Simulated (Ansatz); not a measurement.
# CHAlIO+ (SMILES O=[C+][AlH][I]): single points off equilibrium

An exercise on one series of results from a longer session: the logs are not shown, and one member is left open.

Program: Ansatz 0.2.0, Gaussian basis. Level of theory: single points in def2-TZVPP. These are calculated values, not measurements.

Cores are frozen in the correlated methods. Filled d shells of the heavier atoms are correlated. Core potentials replace the inner electrons past krypton, and spin-orbit coupling is left out.

## The system as given

SMILES `O=[C+][AlH][I]`, 5 atoms, charge 1, spin multiplicity 1.

Atoms are counted from 1 here; the program's logs count them from 0.

Bond lengths: O1–C2 1.055 Å, C2–Al3 2.195 Å, Al3–I4 2.488 Å, Al3–H5 1.546 Å. Angles: O1–C2–Al3 167.5°, C2–Al3–I4 98.7°, C2–Al3–H5 105.4°, I4–Al3–H5 155.9°.

Coordinates:

```xyz
5
charge 1, multiplicity 1
O     0.6099   -1.7975    1.3429
C     0.4653   -0.8586    0.8835
Al   -0.0272    0.8340   -0.4247
I    -2.1811   -0.0107   -1.3396
H     1.1495    1.8251   -0.2741
```

The first run:

run/in.yaml reads:

```yaml
crystal:
  periodic: [false, false, false]
  atoms:
    - {symbol: O, position_ang: [0.609900, -1.797500, 1.342900]}
    - {symbol: C, position_ang: [0.465300, -0.858600, 0.883500]}
    - {symbol: Al, position_ang: [-0.027200, 0.834000, -0.424700]}
    - {symbol: I, position_ang: [-2.181100, -0.010700, -1.339600]}
    - {symbol: H, position_ang: [1.149500, 1.825100, -0.274100]}
basis:
  gaussian: {orbitals: def2-TZVPP}
total_charge: 1
correlation: {method: ccsd_t}
output: {forces: true}
```

The command line of these runs was not kept.

Steps of the session up to this table: CCSD(T)/def2-TZVPP; PBE0-D4/def2-TZVPP; wB97M-V/def2-TZVPP; r2SCAN-D4/def2-TZVPP; PBE-D4/def2-TZVPP; CAM-B3LYP-D4/def2-TZVPP; HSE06-D4/def2-TZVPP.

One of the session's tables, all rows but one given; the rest of the session is left out.

| method | RMS force component (eV/Å) | angle to CCSD(T) forces (°) |
| --- | --- | --- |
| CCSD(T) | 3.958 | reference |
| PBE0-D4 | 3.477 | 1.4 |
| wB97M-V | ? | ? |
| r2SCAN-D4 | 3.709 | 1.1 |
| PBE-D4 | 4.141 | 1.6 |
| CAM-B3LYP-D4 | 3.282 | 1.7 |
| HSE06-D4 | 3.493 | 1.3 |

Estimate the missing values for wB97M-V.

**Answer.** RMS force component (eV/Å): 3.459; angle to CCSD(T) forces (°): 1.6. In the column «RMS force component (eV/Å)» it lies between CAM-B3LYP-D4 (3.282) and PBE0-D4 (3.477).
